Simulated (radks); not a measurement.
**Valence configurations of Pr³⁺**

The task here is to estimate one member of a computed series from the others.

Program: radks (a radial shooting solver on a logarithmic mesh, Libxc functionals) version 1. Level of theory: Dirac Kohn-Sham, PBE, spin-unpolarised, spherical densities, finite nucleus; open shells are shared between the two j in proportion to 2j + 1. These are calculated values, not measurements, unless marked.

## What is computed

* element: praseodymium (Z = 59)
* charge: +3
* electrons: 56
* configuration: [Xe] 4f2
* nuclear rms radius: 4.8919 fm
* others tried: 4f1 6p1; 4f1 6s0.5 6p0.5; 4f1 5d1; 4f1.5 6p0.5; 4f1 6s1; 5d2; 4f1.5 6s0.5

The outer shells:

Pr³⁺
```
[Xe] core
4f [↑ ][↑ ][  ][  ][  ][  ][  ]
```

Set-up of the first run:

The run's settings:

```text
Z 59
configuration [Xe] 4f2
relativity Dirac
functional pbe,pbe
spin unpolarised
j_filling average
nucleus finite rms 4.8919 fm
c 137.035999084
```

Run with:

```sh
$ python run_ks.py task.json out
```

All runs below come from this command, one after another.

Among the steps run: [Xe] 4f2.

One of the session's tables, all rows but one given; the rest of the session is left out.

It belongs to the step «[Xe] 4f2». From the orbitals of this run (lengths in bohr):

```
level     <r>  outermost maximum (interpolated)  90 % within  nodes
4p3/2  0.6662                             0.612        0.969      2
4d3/2       ?                                 ?            ?      ?
4d5/2  0.7270                             0.638         1.09      1
5s1/2   1.469                              1.34         2.10      4
5p1/2   1.629                              1.45         2.36      3
5p3/2   1.702                              1.52         2.46      3
4f5/2   1.008                             0.674         1.72      0
4f7/2   1.018                             0.679         1.73      0
```

Estimate the missing values for 4d3/2.

As computed: <r>: 0.7173; outermost maximum (interpolated): 0.630; 90 % within: 1.08; nodes: 1. In the column «<r>» it lies between 4p3/2 (0.6662) and 4d5/2 (0.7270).
